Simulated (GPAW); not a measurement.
# Ga3Sb (I4/mmm) in GPAW: a series of runs

Aim: see how the results for Ga3Sb move with the level of theory and the settings. Levels: PBEsol, LDA. Tasks: band structure, equation of state.

All numbers are computed with GPAW 26.7.0; they aren't measurements. Logs are shortened: lines on timing, memory, paths and dates and some standing lists are left out, and cuts for length are marked. The log counts tension as positive stress, the text compression.

## Step 1: The crystal as given

The structure is tetragonal, space group I4/mmm (No. 139). Conventional cell: a = 4.318 Å, b = 4.318 Å, c = 9.521 Å, α = 90.00°, β = 90.00°, γ = 90.00°. Sb (site symmetry 4/mmm) is surrounded by 12 Ga at 3.05 to 3.21 Å. Ga (site symmetry 4/mmm) has 4 Sb at 3.05 Å and 8 Ga at 3.21 Å as nearest neighbours. Ga (site symmetry -4m2) is surrounded by 8 Ga at 3.05 to 3.21 Å and 4 Sb at 3.21 Å.

The cell comes from a database or a generator and needn't be the stable form of this composition.

## Step 2: Band structure, PBEsol

run.py

```python
from ase import Atoms
from ase.dft.bandgap import bandgap
from ase.io import write
from ase.units import GPa
from gpaw import GPAW, PW, setup_paths

setup_paths.insert(0, '.')

atoms = Atoms(['Sb', 'Ga', 'Ga', 'Ga'],
              cell=[[-2.158799, 2.158799, 4.760484],
                    [2.158799, -2.158799, 4.760484],
                    [2.158799, 2.158799, -4.760484]],
              scaled_positions=[[0.0, 0.0, 0.0],
                                [0.5, 0.5, 0.0],
                                [0.25, 0.75, 0.5],
                                [0.75, 0.25, 0.5]],
              pbc=True)

calc = GPAW(mode=PW(600),
            xc='PBEsol',
            kpts={'size': (6, 6, 6), 'gamma': True},
            occupations={'name': 'fermi-dirac', 'width': 0.05},
            nbands=23,
            convergence={'density': 1e-05, 'energy': 1e-05},
            maxiter=150,
            txt='gpaw.txt')
atoms.calc = calc
energy = atoms.get_potential_energy()
forces = atoms.get_forces()
stress = atoms.get_stress()
calc.write('gs.gpw')
write('result.traj', atoms)
print(f'Energy: {energy:.6f} eV')
print('Forces (eV/A):')
print(forces.round(4))
print('Stress (GPa):', (stress / GPa).round(3))
print('Fermi level:', round(calc.get_fermi_level(), 4), 'eV')
print(f'Gap: {bandgap(calc)[0]:.4f} eV, direct: {bandgap(calc, direct=True)[0]:.4f} eV')

path = atoms.cell.bandpath('GXYSGZS1NPY1Z,XP', npoints=60, eps=1e-4)
bs_calc = calc.fixed_density(kpts=path, symmetry='off', nbands=39,
                             convergence={'bands': 'CBM+6.0', 'eigenstates': 1e-6}, txt='bands.txt')
bs = bs_calc.band_structure()
bs.write('bs.json')
print(f'Gap on the path: {bandgap(bs_calc)[0]:.4f} eV')
```

Potentials or basis: PAW data sets generated in the run's folder for this functional, pw.

Command:

```bash
> gpaw-setup -f PBEsol Ga Sb
> OMP_NUM_THREADS=1 python run.py
```

gpaw.txt:

```text
__  _  _
 | _ |_)|_||  |
 |__||  | ||/\| - 26.7.0

Input parameters:
  mode=PW(ecut=600.0),
  convergence={'density': 1e-05, 'energy': 1e-05},
  kpts=MonkhorstPack(size=(6, 6, 6), gamma=True),
  maxiter=150,
  nbands=23,
  occupations=Occupations(name='fermi-dirac', width=0.05),
  xc=XC(name='PBEsol')

Diagonalizing LCAO Hamiltonian
Converting LCAO to pw mode

       Ga

         Ga
            Ga

       Sb

Atoms  # Å, Bohr magnetons
|   | symbol |        x |        y |        z |    initial magnetic moments |
|---|--------|----------|----------|----------|-----------------------------|
| 0 |     Sb | 0.000000 | 0.000000 | 0.000000 | ( 0.0000,  0.0000,  0.0000) |
| 1 |     Ga | 0.000000 | 0.000000 | 4.760484 | ( 0.0000,  0.0000,  0.0000) |
| 2 |     Ga | 2.158799 | 0.000000 | 2.380242 | ( 0.0000,  0.0000,  0.0000) |
| 3 |     Ga | 0.000000 | 2.158799 | 2.380242 | ( 0.0000,  0.0000,  0.0000) |

Unit cell  # Å
| periodic |         x |         y |         z |  lengths |     angles |
|----------|-----------|-----------|-----------|----------|------------|
|      yes | -2.158799 |  2.158799 |  4.760484 | 5.655354 | 135.118658 |
|      yes |  2.158799 | -2.158799 |  4.760484 | 5.655354 | 135.118658 |
|      yes |  2.158799 |  2.158799 | -4.760484 | 5.655354 |  65.345887 |

Number of symmetries: 16
Symmetry operations  # r_c * U_cc + t_c -> r_c
|    | kind |            matrix            |
|----|------|------------------------------|
|  0 |  σ   |  1, 1, 1,  0, 0,-1,  0,-1, 0 |
|  1 |  C4  |  1, 1, 1,  0, 0,-1, -1, 0, 0 |
|  2 |  E   |  1, 0, 0,  0, 1, 0,  0, 0, 1 |
|  3 |  σ   |  1, 0, 0,  0, 1, 0, -1,-1,-1 |
|  4 |  σ   |  0, 1, 0,  1, 0, 0,  0, 0, 1 |
|  5 |  C2  |  0, 1, 0,  1, 0, 0, -1,-1,-1 |
|  6 |  C2  |  0, 0, 1, -1,-1,-1,  1, 0, 0 |
|  7 |  S4  |  0, 0, 1, -1,-1,-1,  0, 1, 0 |
|  8 |  C4  |  0, 0,-1,  1, 1, 1,  0,-1, 0 |
|  9 |  σ   |  0, 0,-1,  1, 1, 1, -1, 0, 0 |
| 10 |  σ   |  0,-1, 0, -1, 0, 0,  1, 1, 1 |
| 11 |  C2  |  0,-1, 0, -1, 0, 0,  0, 0,-1 |
| 12 |  C2  | -1, 0, 0,  0,-1, 0,  1, 1, 1 |
| 13 |  i   | -1, 0, 0,  0,-1, 0,  0, 0,-1 |
| 14 |  S4  | -1,-1,-1,  0, 0, 1,  1, 0, 0 |
| 15 |  C2  | -1,-1,-1,  0, 0, 1,  0, 1, 0 |

BZ-sampling:
  Number of BZ points: 216
  Number of IBZ points: 30

  Monkhorst-Pack size: [6, 6, 6]
  Monkhorst-Pack shift: [0.08333333333333333, 0.08333333333333333, 0.08333333333333333]

K-points  # in reciprocal-cell coordinates
|     |                                coordinates |     weight |
|-----|--------------------------------------------|------------|
|   0 | (  0.00000000,   0.00000000,   0.00000000) | 0.00462963 |
|   1 | (  0.16666667,  -0.16666667,   0.00000000) | 0.01851852 |
|   2 | (  0.16666667,  -0.16666667,   0.16666667) | 0.01851852 |
|   3 | (  0.16666667,   0.00000000,   0.00000000) | 0.03703704 |
|   4 | (  0.16666667,   0.16666667,  -0.16666667) | 0.00925926 |
|   5 | (  0.33333333,  -0.33333333,   0.00000000) | 0.01851852 |
|   6 | (  0.33333333,  -0.33333333,   0.16666667) | 0.03703704 |
|   7 | (  0.33333333,  -0.33333333,   0.33333333) | 0.01851852 |
|   8 | (  0.33333333,  -0.16666667,   0.00000000) | 0.07407407 |
|   9 | (  0.33333333,  -0.16666667,   0.16666667) | 0.03703704 |
| ... |                                            |            |
|  29 | (  0.50000000,   0.50000000,   0.50000000) | 0.00462963 |

Plane wave coefficients: 2983
Cutoff: 600.0 eV

Spin-components: 1 (collinear spins)
Bands:           23
Projectors:      21
Spin-degeneracy: 2
Datatype:        complex128

Parallelization:
  kpt:    1
  domain: 1
  band:   1

Density:
  Valence electrons: 24.0
  Components: 1
  Grid points: [32 32 32]
  Charge: 0.0  # |e|

Potential:
  Grid points: [32 32 32]

species:
  Sb:
    name:    Antimony
    Z:       51.0
    valence: 15
    core:    36
    charge:  0.0  # [|e|]
    compensation charges:
      type: gauss
      rc: 0.36  # [Å]
      lmax: 2
    cutoffs:
      filter: 2.23  # [Å]
      core: 2.23  # [Å]
    projectors
    | kind |    occ | energy [eV] | rcut [Å] |
    |------|--------|-------------|----------|
    |   5s |  2.000 |     -12.861 |    1.154 |
    |   5p |  3.000 |      -4.846 |    1.233 |
    |   4d | 10.000 |     -33.456 |    1.196 |
    |    s |        |      14.351 |    1.154 |
    |    p |        |      22.365 |    1.233 |
    |    d |        |      -6.245 |    1.196 |

    Using partial waves for Sb as LCAO basis

  Ga:
    name:    Gallium
    Z:       31.0
    valence: 3
    core:    28
    charge:  0.0  # [|e|]
    compensation charges:
      type: gauss
      rc: 0.37  # [Å]
      lmax: 2
    cutoffs:
      filter: 2.06  # [Å]
      core: 4.17  # [Å]
    projectors
    | kind |    occ | energy [eV] | rcut [Å] |
    |------|--------|-------------|----------|
    |   4s |  2.000 |      -8.959 |    1.164 |
    |   4p |  1.000 |      -2.572 |    1.164 |
    |    s |        |      18.252 |    1.164 |
    |    p |        |      24.640 |    1.164 |
    |    d |        |       0.000 |    1.164 |

    Using partial waves for Ga as LCAO basis

Reference energy: -334738.089643  # eV

eigensolver:
  PPCG
  Converge bands: occupied
  niter=2

density mixing:
  MSR1-Mixer
  Pratt-step length: 0.05
  Maximum mixing coefficient: 0.75
  Old densities: 10
  SVD Regularization: 0.005
  Good broyden scale: 1.0
  Trust region scale: 1.0
  Backstep threshold: 4.0
  History deletion threshold: 6.0
  Fourier metric: weight=20.0, sigma=0.015

occupation numbers:
  Fermi-Dirac:
    width: 0.0500  # eV

poisson solver:
  ecut: 4800.0  # eV

xc functional:
  name: PBEsol with 2 nearest neighbor stencil

convergence criteria:
[... 6 lines left out ...]
|iter     | |      energy | eigst |  dens |
|---------|-|-------------|-------|-------|
|iter:   1| |  -14.612407 | +0.36 |       |
|iter:   2| |  -14.610851 | -2.22 | -1.41 |
|iter:   3| |  -14.566518 | -2.61 | -1.44 |
|iter:   4| |  -14.564682 | -3.33 | -2.04 |
|iter:   5| |  -14.564706 | -4.82 | -2.88 |
|iter:   6| |  -14.564718c| -6.06 | -3.44 |
|iter:   7| |  -14.564719c| -6.80 | -4.01 |
|iter:   8| |  -14.564720c| -7.62c| -4.59 |
|iter:   9| |  -14.564720c| -7.61c| -5.11c|

Converged in 9 steps
Energy contributions relative to reference atoms: (reference = -334738.089643)

Energy contributions:
  Kinetic:          12.847394
  Coulomb:         -10.900526
  Zero:              0.167967
  External:          0.000000
  Xc:              -16.674314
  Entropy:          -0.010481
  Spinorbit:         0.000000
  ----------------------------
  Free energy:     -14.569960
  Extrapolated:    -14.564720

dipole moment: (-13.402364, -13.402364, -4.938018)  # |e|*Ang

Fermi level: 6.038
Eigenvalues  # (at kpt = [0.000, 0.000, 0.000])
| band index |      eig [eV] | occ [0-2] |
|------------|---------------|-----------|
|          0 |       -22.950 |     2.000 |
|        ... |               |           |
|          6 |         0.640 |     2.000 |
|          7 |         2.229 |     2.000 |
|          8 |         3.089 |     2.000 |
|          9 |         4.177 |     2.000 |
|         10 |         4.292 |     2.000 |
|         11 |         4.292 |     2.000 |
[... 9 lines left out ...]
|         21 |        15.804 |     0.000 |
|         22 |        15.804 |     0.000 |

No gap
No difference between direct/indirect transitions

Forces  # eV/Ang
|        x |       y |       z |
|----------|---------|---------|
|  0.00000 | 0.00000 | 0.00000 |  # Sb   0
|  0.00000 | 0.00000 | 0.00000 |  # Ga   1
| -0.00000 | 0.00000 | 0.00000 |  # Ga   2
|  0.00000 | 0.00000 | 0.00000 |  # Ga   3

Stress tensor  # eV/Ang^3
|        x |        y |        z |
|----------|----------|----------|
| 0.015562 | 0.000000 | 0.000000 |
| 0.000000 | 0.015562 | 0.000000 |
| 0.000000 | 0.000000 | 0.032123 |

# Writing to gs.gpw (mode='')
```

Run time: 4.4 min. Hardware: 1 thread of Intel Xeon at 2.50GHz (Skylake/Cascade Lake), shared host; peak memory 0.41 GiB.

Results:

```yaml
Free_energy: -14.5700 eV
Pressure: -3.4 GPa
Band_gap_along_the_path: none (metal or under the smearing width)
```

Stress tensor (GPa, compression positive):
```
-2.49  0.00  0.00
 0.00 -2.49  0.00
 0.00  0.00 -5.15
```

Levels at the corners of the path, in eV from the Fermi level:
| point | band 8 | band 9 | band 10 | band 11 | band 12 | band 13 | band 14 | band 15 | band 16 | band 17 |
| --- | --- | --- | --- | --- | --- | --- | --- | --- | --- | --- |
| Γ | -3.81 | -2.95 | -1.86 | -1.75 | -1.75 | -0.24 | -0.24 | 0.97 | 1.26 | 4.50 |
| X | -5.65 | -5.10 | -4.65 | -4.03 | -0.62 | -0.03 | 0.27 | 1.09 | 6.51 | 6.52 |
| Y | -6.24 | -6.15 | -3.41 | -2.66 | -0.50 | 0.11 | 0.45 | 1.25 | 5.73 | 6.11 |
| S | -7.41 | -3.06 | -1.57 | -0.71 | 0.33 | 1.67 | 1.72 | 2.08 | 2.84 | 3.78 |
| Γ | -3.81 | -2.95 | -1.86 | -1.75 | -1.75 | -0.24 | -0.24 | 0.97 | 1.26 | 4.50 |
| Z | -3.75 | -2.87 | -2.87 | -2.38 | 2.06 | 2.66 | 2.66 | 3.93 | 4.02 | 4.37 |
| S1 | -7.41 | -3.06 | -1.57 | -0.71 | 0.33 | 1.67 | 1.72 | 2.08 | 2.84 | 3.78 |
| N | -5.40 | -5.03 | -0.90 | -0.48 | -0.19 | 0.52 | 1.54 | 2.80 | 3.24 | 3.36 |
| P | -6.16 | -5.85 | -2.96 | -2.79 | -2.79 | -2.37 | 3.19 | 3.89 | 3.89 | 4.17 |
| Y1 | -6.24 | -6.15 | -3.41 | -2.66 | -0.50 | 0.11 | 0.45 | 1.25 | 5.73 | 6.11 |
| Z | -3.75 | -2.87 | -2.87 | -2.38 | 2.06 | 2.66 | 2.66 | 3.93 | 4.02 | 4.37 |
| X | -5.65 | -5.10 | -4.65 | -4.03 | -0.62 | -0.03 | 0.27 | 1.09 | 6.51 | 6.52 |
| P | -6.16 | -5.85 | -2.96 | -2.79 | -2.79 | -2.37 | 3.19 | 3.89 | 3.89 | 4.17 |

Caveat: spin-orbit coupling is left out, which moves the levels of the heavy elements.

(Continued in part 2 of 2.)
